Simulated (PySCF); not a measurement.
# AlF3 (Aluminum trifluoride): the cost of one run

Programs: PySCF 2.14.0, with density-fitted response routines of our own. Each step states its level of theory. These are calculated values for one molecule in the gas phase, unless marked as measured. Atoms are numbered from 0 throughout.

## Step 1: The starting structure

4 atoms, charge 0, multiplicity 1; geometry from: GFN2-xTB. The atoms were then displaced at random by about 0.01 Å, so the start is not that level's minimum.

Bonds of the start (Å): F0–Al1 1.63, Al1–F2 1.62, Al1–F3 1.62.

## Step 2: Optimising the geometry at PBE0-D3(BJ)/def2-TZVP

Job settings and geometry (Å):

```
{"job": {"xc": "PBE0", "basis": "def2-TZVP", "d3": "d3bj", "grid": 2, "shake": 0.01, "kind": "geom"}, "charge": 0, "multiplicity": 1}
F     -0.870920    -1.388740    -0.001030
Al    -0.002990    -0.003390    -0.007880
F      1.611140    -0.092820    -0.009410
F     -0.699230     1.459580    -0.014700
```

The run is started by

```console
$ OMP_NUM_THREADS=1 python probes_run.py task.json out
```

One launch serves the whole session: the jobs run in the order shown.

Q: Estimate the wall time and peak memory of this first job on 1 thread of AMD EPYC 9R45, shared host.

About 19 s, with a peak of 0.49 GiB.
